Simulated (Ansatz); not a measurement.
# BaIrO3 (perovskite): one cell under locks on the spin (series 2)

What does it cost to force the spins of BaIrO3 (perovskite) into other sizes and orders? Cell and atoms stay fixed. The cell was built by placing the elements on the sites of a structure type; the runs don't test whether it is the stable form.

Method: DFT r²SCAN without U, plane waves, PAW, no spin–orbit coupling unless a run says so, in Ansatz 0.2.0.

1 further run of the same task is left out (it didn't finish).

**1. The starting structure**

Symmetry: Pm-3m, No. 221, cubic system. The conventional cell has a = 4.101 Å, b = 4.101 Å, c = 4.101 Å, α = 90.00°, β = 90.00°, γ = 90.00°. Ba (site symmetry m-3m) has 12 O at 2.90 Å as nearest neighbours. Ir (site symmetry m-3m) has 6 O at 2.05 Å as nearest neighbours. Around O (site symmetry 4/mmm) lie 2 Ir at 2.05 Å and 4 Ba at 2.90 Å.

As a file:

```xyz
5
Lattice="4.1009 0.0000 0.0000 0.0000 4.1009 0.0000 0.0000 0.0000 4.1009" Properties=species:S:1:pos:R:3 pbc="T T T"
Ba    0.0000    0.0000    0.0000
Ir    2.0505    2.0505    2.0505
O     0.0000    2.0505    2.0505
O     2.0505    2.0505    0.0000
O     2.0505    0.0000    2.0505
```

The runs: site moments held (series factor 0.3; the input gives the size); total moment locked at zero, no site moments, 0.00 μB per cell; total moment locked, 5.00 μB per cell; total moment locked, 5.50 μB per cell; no spin polarisation.

An earlier series on this cell reached its lowest free state from «ferromagnetic start, free, default search», perhaps among other starts.

**2. Site moments held (series factor 0.3; the input gives the size)**

input.yaml

```yaml
crystal:
  lattice:
    - [4.10090204, 0.0, 0.0]
    - [0.0, 4.10090204, 0.0]
    - [0.0, 0.0, 4.10090204]
  atoms:
    - { symbol: Ba, position: [0.0, 0.0, 0.0] }
    - { symbol: Ir, position: [0.5, 0.5, 0.5], spin: 0.29 }
    - { symbol: O, position: [0.0, 0.5, 0.5] }
    - { symbol: O, position: [0.5, 0.5, 0.0] }
    - { symbol: O, position: [0.5, 0.0, 0.5] }
basis:
  ecutwfc: 500
  ecutrho_ratio: 4
kpoints:
  mp_grid: { grid: [5, 5, 5] }
hamiltonian:
  xc: r2scan
scf:
  occupations: { method: gaussian, width: 0.05 }
  lower_state_search: "off"
  max_iter: 150
output:
  forces: true
  stress: true
  eigenvalues: true
  populations: true
  hubbard: { sites: [{ site: 1, l: d }] }
magnetization:
  spin_polarized: true
  spin_locking: { lock_spins: true }
```

The lock stays on to the end, so the result is a constrained state.

Run with:

```
> ansatz run input.yaml --threads 4 --pin off --max-ram 6144MiB --backend cpu --events-out ev --progress --plain --runs-dir out
```

What it wrote, cut to the lines that bear on the results:

```text
Warning: output.stress: scf.convergence.dr2_threshold = 1e-7 eV (the SCF's general default) is looser than the 5e-10 eV advised for a printed stress (1e-10 eV for each atom of the cell: 5). What an SCF threshold leaves in a stress goes as its square root, and in the free energy as the [...]
Warning: output.stress: the lock of the moments that magnetization.spin_locking holds to the close lets an SCF meet its threshold on dr2 anywhere within the lock's freeze window, and the stress can move with the moments there: no threshold on dr2 bounds that. The window is the square root [...]
Warning: RAYON_NUM_THREADS=4 ignored (pool sized by the plan → 4); use --threads N
[...]
Pseudopotentials: kind: paw
Pseudopotential: Ba, paw, valence charge 10, recommended cutoff 500 eV (meta_gga), Ba.paw.azcp
Pseudopotential: Ir, paw, valence charge 17, recommended cutoff 500 eV (meta_gga), Ir.paw.azcp
Pseudopotential: O, paw, valence charge 6, recommended cutoff 500 eV (meta_gga), O.paw.azcp
Functional definition: r2SCAN
[...]
Crystal: 5 atoms, lattice volume = 68.966 Å³
Basis set: ecut = 500 eV, 1743 PW (Γ), exchange–correlation on 120×120×120 points (64 copies of the dense FFT grid, shifted against one another)
Bands: 28, of which v1, the nominal top of the filled ones, is band 23 counted from 1 (22 counted from 0)
Symmetry: 48 space group operations
Space group: Pm-3m (ITA 221), of the structure as read, at distance tolerance 4.1e-5 Å
Magnetic group: BNS 221.92 (UNI 1594), of the structure as read, at distance tolerance 4.1e-5 Å
k-points: 10 of 125
[...]
Starting moments: Σ|m| = 0.29 μB on 1 of 5 sites
[...]
--- Magnetisation constraints (ε_frz = 1.0e-4 eV) ---
  site  kind      target   achieved (μB)  |Δ|max (μB)  g (eV/μB)  λ_eff  esc  ok   flags
  1     per_site  +0.2900  +0.2916        1.56e-3      +6.59e-2   1.000  0    yes
Free energy (F): -19619.550496 eV
[...]
E sigma→0 (E₀):  -19619.546991 eV
Entropy (-TS):   -0.007010 eV (-1.402 meV/atom)
Fermi energy:    12.357518 eV
[...]
--- Forces (eV/Å), atoms counted from 1 ---
  atom   1  Ba    -0.00000000     0.00000000     0.00000000
  atom   2  Ir     0.00000000    -0.00000000    -0.00000000
  atom   3  O      0.00000000     0.00000000     0.00000000
  atom   4  O      0.00000000    -0.00000000    -0.00000000
  atom   5  O      0.00000000    -0.00000000     0.00000000
[...]
--- Stress (GPa, compression-positive) ---
       -8.269823      -0.000000       0.000000
       -0.000000      -8.269823       0.000000
        0.000000       0.000000      -8.269823
  P = ⅓ Tr σ = -8.2698 GPa (-82.698 kbar)
--- Band table (eV; the first three rows and the last of 20) ---
[... band rows left out ...]
[...]
--- Löwdin populations: 5 sites ---
  site symbol       q [e]    m [muB]
     0     Ba      8.2548     0.0043
     1     Ir     15.5550     0.3555
     2      O      6.9330     0.1017
     3      O      6.9330     0.1017
     4      O      6.9330     0.1017
  spilling = 0.008697 (of n_electrons = 45.000000)
--- Occupation matrices: 1 shell (Löwdin-built; ε = 2.00e-2, provisional) ---
  Ir1 d_5D: site group Oh (m-3m)
  Ir1 d_5D up     Tr n = 3.7161  λ = 0.440 0.440 0.945 0.945 0.945  [2× z2 0.50 (Eg 1.00) Eg(1.00) | 3× xz 0.33 (T2g 1.00) T2g(1.00)]
  Ir1 d_5D dn     Tr n = 3.3602  λ = 0.442 0.442 0.825 0.825 0.825  [2× z2 0.50 (Eg 1.00) Eg(1.00) | 3× xz 0.33 (T2g 1.00) T2g(1.00)]
  Tr n, λ and their labels are of the run-group-symmetrised matrices; stabiliser: 48 of 96 elements of G0×{1,Θ} (closed), max defect 2.5e-15 at τ = 4.2e-3
```

It took 8.1 s on 4 threads of Arm Neoverse V1, shared host; peak memory 0.49 GiB.

End state: no gap, pressure -8.3 GPa, moments in spheres Ir 0.29; O 0.08 μB, largest force component 0.00 eV/Å, 48 symmetry operations imposed.

The shells' filling, with natural orbitals sorted by occupation:

```
         shell  channel  electrons  over 0.8  0.2 to 0.8  under 0.2
Ir 5d (atom 2)       up       3.72         3           2          0
Ir 5d (atom 2)     down       3.36         3           2          0
```

**3. Total moment locked at zero, no site moments, 0.00 μB per cell**

Edit input.yaml of step 2 so:

```diff
@@ -7,3 +7,3 @@
     - { symbol: Ba, position: [0.0, 0.0, 0.0] }
-    - { symbol: Ir, position: [0.5, 0.5, 0.5], spin: 0.29 }
+    - { symbol: Ir, position: [0.5, 0.5, 0.5] }
     - { symbol: O, position: [0.0, 0.5, 0.5] }
@@ -30,2 +30,3 @@
   spin_polarized: true
-  spin_locking: { lock_spins: true }
+  initial_magnetization: 0.0
+  spin_locking: { lock_magnetization: hard }
```

The lock stays on to the end, so the result is a constrained state.

Run with:

```
> ansatz run input.yaml --threads 4 --pin off --max-ram 6144MiB --backend cpu --events-out ev --progress --plain --runs-dir out
```

What it wrote, cut to the lines that bear on the results:

```text
Warning: output.stress: scf.convergence.dr2_threshold = 1e-7 eV (the SCF's general default) is looser than the 5e-10 eV advised for a printed stress (1e-10 eV for each atom of the cell: 5). What an SCF threshold leaves in a stress goes as its square root, and in the free energy as the [...]
Warning: RAYON_NUM_THREADS=4 ignored (pool sized by the plan → 4); use --threads N
[...]
[... 5 set-up lines as earlier in the session ...]
[...]
Crystal: 5 atoms, lattice volume = 68.966 Å³
Basis set: ecut = 500 eV, 1743 PW (Γ), exchange–correlation on 120×120×120 points (64 copies of the dense FFT grid, shifted against one another)
Bands: 28, of which v1, the nominal top of the filled ones, is band 23 counted from 1 (22 counted from 0)
[... 1 set-up line as earlier in the session ...]
[...]
  atom   4  O      0.00000000     0.00000000    -0.00000000
  atom   5  O     -0.00000000    -0.00000000     0.00000000
[...]
--- Stress (GPa, compression-positive) ---
       -8.489842      -0.000000       0.000000
       -0.000000      -8.489842       0.000000
       -0.000000       0.000000      -8.489842
  P = ⅓ Tr σ = -8.4898 GPa (-84.898 kbar)
--- Band table (eV; the first three rows and the last of 20) ---
[... band rows left out ...]
[...]
--- Löwdin populations: 5 sites ---
  site symbol       q [e]    m [muB]
     0     Ba      8.2508     0.0000
     1     Ir     15.5559     0.0000
     2      O      6.9341     0.0000
     3      O      6.9341     0.0000
     4      O      6.9341     0.0000
  spilling = 0.008688 (of n_electrons = 45.000000)
--- Occupation matrices: 1 shell (Löwdin-built; ε = 2.00e-2, provisional) ---
  Ir1 d_5D: site group Oh (m-3m)
  Ir1 d_5D up     Tr n = 3.5383  λ = 0.442 0.442 0.884 0.884 0.884  [2× z2 0.50 (Eg 1.00) Eg(1.00) | 3× xz 0.33 (T2g 1.00) T2g(1.00)]
  Ir1 d_5D dn     Tr n = 3.5383  λ = 0.442 0.442 0.884 0.884 0.884  [2× z2 0.50 (Eg 1.00) Eg(1.00) | 3× xz 0.33 (T2g 1.00) T2g(1.00)]
  Tr n, λ and their labels are of the run-group-symmetrised matrices; stabiliser: 96 of 96 elements of G0×{1,Θ} (closed), max defect 2.8e-15 at τ = 4.2e-3
```

Wall time 2.5 s (4 threads of Arm Neoverse V1, shared host); peak memory 0.5 GiB.

Result: no gap, pressure -8.5 GPa, no moment over 0.05 μB in any sphere, largest force component 0.00 eV/Å, 48 symmetry operations imposed.

How the shells are filled (orbitals counted by the eigenvalues of the occupation matrices):

```
         shell  channel  electrons  over 0.8  0.2 to 0.8  under 0.2
Ir 5d (atom 2)       up       3.54         3           2          0
Ir 5d (atom 2)     down       3.54         3           2          0
```

**4. Total moment locked, 5.00 μB per cell**

Edit input.yaml of step 3 so:

```diff
@@ -7,3 +7,3 @@
     - { symbol: Ba, position: [0.0, 0.0, 0.0] }
-    - { symbol: Ir, position: [0.5, 0.5, 0.5] }
+    - { symbol: Ir, position: [0.5, 0.5, 0.5], spin: 5.0 }
     - { symbol: O, position: [0.0, 0.5, 0.5] }
@@ -30,3 +30,3 @@
   spin_polarized: true
-  initial_magnetization: 0.0
+  initial_magnetization: 5.0
   spin_locking: { lock_magnetization: hard }
```

The lock stays on to the end, so the result is a constrained state.

Run with:

```
> ansatz run input.yaml --threads 4 --pin off --max-ram 6144MiB --backend cpu --events-out ev --progress --plain --runs-dir out
```

What it wrote, cut to the lines that bear on the results:

```text
Warning: This run holds its total moment fixed (magnetization.spin_locking.lock_magnetization: hard) and mixes its density by anderson or broyden (scf.mixing.algorithm, typed or taken by auto). Slabs with a fixed moment have converged under broyden above another state at the same moment, [...]
Warning: output.stress: scf.convergence.dr2_threshold = 1e-7 eV (the SCF's general default) is looser than the 5e-10 eV advised for a printed stress (1e-10 eV for each atom of the cell: 5). What an SCF threshold leaves in a stress goes as its square root, and in the free energy as the [...]
Warning: RAYON_NUM_THREADS=4 ignored (pool sized by the plan → 4); use --threads N
[...]
[... 5 set-up lines as earlier in the session ...]
[...]
Crystal: 5 atoms, lattice volume = 68.966 Å³
[...]
  atom   1  Ba    -0.00000000     0.00000000     0.00000000
  atom   2  Ir     0.00000000    -0.00000000     0.00000000
  atom   3  O      0.00000000     0.00000000    -0.00000000
  atom   4  O      0.00000000    -0.00000000    -0.00000000
  atom   5  O      0.00000000    -0.00000000    -0.00000000
[...]
--- Stress (GPa, compression-positive) ---
       19.687600       0.000000       0.000000
        0.000000      19.687600       0.000000
        0.000000       0.000000      19.687600
  P = ⅓ Tr σ = 19.6876 GPa (196.876 kbar)
--- Band table (eV; the first three rows and the last of 20) ---
[...]
--- Löwdin populations: 5 sites ---
  site symbol       q [e]    m [muB]
     0     Ba      8.2648     0.0036
     1     Ir     15.3471     3.1014
     2      O      6.9806     0.6205
     3      O      6.9806     0.6205
     4      O      6.9806     0.6205
  spilling = 0.009918 (of n_electrons = 45.000000)
--- Occupation matrices: 1 shell (Löwdin-built; ε = 2.00e-2, provisional) ---
  Ir1 d_5D: site group Oh (m-3m)
  Ir1 d_5D up     Tr n = 4.9294  λ = 0.973 0.973 0.995 0.995 0.995  [2× z2 0.50 (Eg 1.00) Eg(1.00) | 3× xz 0.33 (T2g 1.00) T2g(1.00)]
  Ir1 d_5D dn     Tr n = 1.8755  λ = 0.361 0.361 0.385 0.385 0.385  [2× z2 0.50 (Eg 1.00) Eg(1.00) | 3× xz 0.33 (T2g 1.00) T2g(1.00)]
  Tr n, λ and their labels are of the run-group-symmetrised matrices; stabiliser: 48 of 96 elements of G0×{1,Θ} (closed), max defect 2.5e-15 at τ = 4.2e-3
```

It took 3.7 s on 4 threads of Arm Neoverse V1, shared host; peak memory 0.5 GiB.

Result: no gap, pressure 19.7 GPa, moments in spheres Ir 2.48; O 0.54 μB, largest force component 0.00 eV/Å, 48 symmetry operations imposed.

How the shells are filled (orbitals counted by the eigenvalues of the occupation matrices):

```
         shell  channel  electrons  over 0.8  0.2 to 0.8  under 0.2
Ir 5d (atom 2)       up       4.93         5           0          0
Ir 5d (atom 2)     down       1.88         0           5          0
```

**5. Total moment locked, 5.50 μB per cell**

Edit input.yaml of step 4 so:

```diff
@@ -7,3 +7,3 @@
     - { symbol: Ba, position: [0.0, 0.0, 0.0] }
-    - { symbol: Ir, position: [0.5, 0.5, 0.5], spin: 5.0 }
+    - { symbol: Ir, position: [0.5, 0.5, 0.5], spin: 5.5 }
     - { symbol: O, position: [0.0, 0.5, 0.5] }
@@ -30,3 +30,3 @@
   spin_polarized: true
-  initial_magnetization: 5.0
+  initial_magnetization: 5.5
   spin_locking: { lock_magnetization: hard }
```

The lock stays on to the end, so the result is a constrained state.

Run with:

```
> ansatz run input.yaml --threads 4 --pin off --max-ram 6144MiB --backend cpu --events-out ev --progress --plain --runs-dir out
```

What it wrote, cut to the lines that bear on the results:

```text
Warning: This run holds its total moment fixed (magnetization.spin_locking.lock_magnetization: hard) and mixes its density by anderson or broyden (scf.mixing.algorithm, typed or taken by auto). Slabs with a fixed moment have converged under broyden above another state at the same moment, [...]
Warning: output.stress: scf.convergence.dr2_threshold = 1e-7 eV (the SCF's general default) is looser than the 5e-10 eV advised for a printed stress (1e-10 eV for each atom of the cell: 5). What an SCF threshold leaves in a stress goes as its square root, and in the free energy as the [...]
Warning: RAYON_NUM_THREADS=4 ignored (pool sized by the plan → 4); use --threads N
[...]
[... 5 set-up lines as earlier in the session ...]
[...]
Crystal: 5 atoms, lattice volume = 68.966 Å³
[...]
--- Forces (eV/Å), atoms counted from 1 ---
  atom   1  Ba    -0.00000000     0.00000000     0.00000000
  atom   2  Ir     0.00000000    -0.00000000    -0.00000000
  atom   3  O      0.00000000     0.00000000     0.00000000
  atom   4  O      0.00000000    -0.00000000    -0.00000000
  atom   5  O      0.00000000    -0.00000000    -0.00000000
[...]
--- Stress (GPa, compression-positive) ---
       22.447949      -0.000000       0.000000
        0.000000      22.447949       0.000000
        0.000000       0.000000      22.447949
  P = ⅓ Tr σ = 22.4479 GPa (224.479 kbar)
--- Band table (eV; the first three rows and the last of 20) ---
[...]
--- Löwdin populations: 5 sites ---
  site symbol       q [e]    m [muB]
     0     Ba      8.2688     0.0143
     1     Ir     15.3475     3.1411
     2      O      6.9287     0.7103
     3      O      6.9287     0.7103
     4      O      6.9287     0.7103
  spilling = 0.013284 (of n_electrons = 45.000000)
--- Occupation matrices: 1 shell (Löwdin-built; ε = 2.00e-2, provisional) ---
  Ir1 d_5D: site group Oh (m-3m)
  Ir1 d_5D up     Tr n = 4.9430  λ = 0.979 0.979 0.995 0.995 0.995  [5× z2 0.20 (T2g 0.60) T2g(0.60)]
  Ir1 d_5D dn     Tr n = 1.8571  λ = 0.359 0.359 0.379 0.379 0.379  [2× z2 0.50 (Eg 1.00) Eg(1.00) | 3× xz 0.33 (T2g 1.00) T2g(1.00)]
  Tr n, λ and their labels are of the run-group-symmetrised matrices; stabiliser: 48 of 96 elements of G0×{1,Θ} (closed), max defect 2.5e-15 at τ = 4.2e-3
```

Run time: 3.7 s. Hardware: 4 threads of Arm Neoverse V1, shared host; peak memory 0.5 GiB.

Result: no gap, pressure 22.4 GPa, moments in spheres Ba 0.06; Ir 2.50; O 0.62 μB, largest force component 0.00 eV/Å, 48 symmetry operations imposed.

The shells' filling, with natural orbitals sorted by occupation:

| shell | channel | electrons | over 0.8 | 0.2 to 0.8 | under 0.2 |
| --- | --- | --- | --- | --- | --- |
| Ir 5d (atom 2) | up | 4.94 | 5 | 0 | 0 |
| Ir 5d (atom 2) | down | 1.86 | 0 | 5 | 0 |

**6. No spin polarisation**

Edit input.yaml of step 5 so:

```diff
@@ -7,3 +7,3 @@
     - { symbol: Ba, position: [0.0, 0.0, 0.0] }
-    - { symbol: Ir, position: [0.5, 0.5, 0.5], spin: 5.5 }
+    - { symbol: Ir, position: [0.5, 0.5, 0.5] }
     - { symbol: O, position: [0.0, 0.5, 0.5] }
@@ -28,5 +28 @@
   hubbard: { sites: [{ site: 1, l: d }] }
-magnetization:
-  spin_polarized: true
-  initial_magnetization: 5.5
-  spin_locking: { lock_magnetization: hard }
```

Run with:

```
> ansatz run input.yaml --threads 4 --pin off --max-ram 6144MiB --backend cpu --events-out ev --progress --plain --runs-dir out
```

What it wrote, cut to the lines that bear on the results:

```text
Warning: RAYON_NUM_THREADS=4 ignored (pool sized by the plan → 4); use --threads N
[...]
[... 5 set-up lines as earlier in the session ...]
[...]
Crystal: 5 atoms, lattice volume = 68.966 Å³
Basis set: ecut = 500 eV, 1743 PW (Γ), exchange–correlation on 120×120×120 points (64 copies of the dense FFT grid, shifted against one another)
Bands: 28, of which v1, the nominal top of the filled ones, is band 23 counted from 1 (22 counted from 0)
[... 2 set-up lines as earlier in the session ...]
k-points: 10 of 125
[...]
  atom   4  O      0.00000000    -0.00000000     0.00000000
  atom   5  O      0.00000000    -0.00000000     0.00000000
[...]
--- Stress (GPa, compression-positive) ---
       -8.490220      -0.000000      -0.000000
       -0.000000      -8.490220       0.000000
        0.000000       0.000000      -8.490220
  P = ⅓ Tr σ = -8.4902 GPa (-84.902 kbar)
--- Band table (eV; the first three rows and the last of 10) ---
[... band rows left out ...]
[...]
--- Löwdin populations: 5 sites ---
  site symbol       q [e]
     0     Ba      8.2508
     1     Ir     15.5559
     2      O      6.9341
     3      O      6.9341
     4      O      6.9341
  spilling = 0.008688 (of n_electrons = 45.000000)
--- Occupation matrices: 1 shell (Löwdin-built; ε = 2.00e-2, provisional) ---
  Ir1 d_5D: site group Oh (m-3m)
  Ir1 d_5D -      Tr n = 3.5383  λ = 0.442 0.442 0.884 0.884 0.884  [2× z2 0.50 (Eg 1.00) Eg(1.00) | 3× xz 0.33 (T2g 1.00) T2g(1.00)]
  Tr n, λ and their labels are of the run-group-symmetrised matrices; stabiliser: 96 of 96 elements of G0×{1,Θ} (closed), max defect 2.7e-15 at τ = 4.2e-3
```

Wall time 1.7 s (4 threads of Arm Neoverse V1, shared host); peak memory 0.48 GiB.

End state: no gap, pressure -8.5 GPa, no moment over 0.05 μB in any sphere, largest force component 0.00 eV/Å, 48 symmetry operations imposed.

The shells' filling, with natural orbitals sorted by occupation:

```csv
shell,channel,electrons,over 0.8,0.2 to 0.8,under 0.2
Ir 5d (atom 2),each spin,3.54,3,2,0
```

**7. The states in order of energy**

Energies count from the lowest free state and have the smearing extrapolated to zero; for held moments they are taken at the target, with the constraint's term.

| start | energy (meV/atom) | gap (eV) | pressure (GPa) | largest moment (μB) | SCF cycles | time |
| --- | --- | --- | --- | --- | --- | --- |
| ferromagnetic start, free, default search (earlier series) | 0.0 | metal | -7.6 | 0.57 | 27 | 11 s |
| site moments held (series factor 0.3; the input gives the size) [held] | 1.9 | metal | -8.3 | 0.29 | 30 | 8.1 s |
| no spin polarisation | 4.6 | metal | -8.5 | 0.00 | 8 | 1.7 s |
| total moment locked at zero, no site moments, 0.00 μB per cell [held] | 4.6 | metal | -8.5 | 0.00 | 9 | 2.5 s |
| total moment locked, 5.00 μB per cell [held] | 831.6 | metal | 19.7 | 2.48 | 15 | 3.7 s |
| total moment locked, 5.50 μB per cell [held] | 1127.8 | metal | 22.4 | 2.50 | 15 | 3.7 s |

The one free run gives the zero. Without spin polarisation the energy is 5 meV/atom higher. The cheapest of the held states, «site moments held (series factor 0.3; the input gives the size)», lies +2 meV/atom from the lowest free state; part of that can come from another filling of the orbitals. The lowest state found need not be the ground state, and the geometry wasn't relaxed for any of them. Spin–orbit coupling is left out.
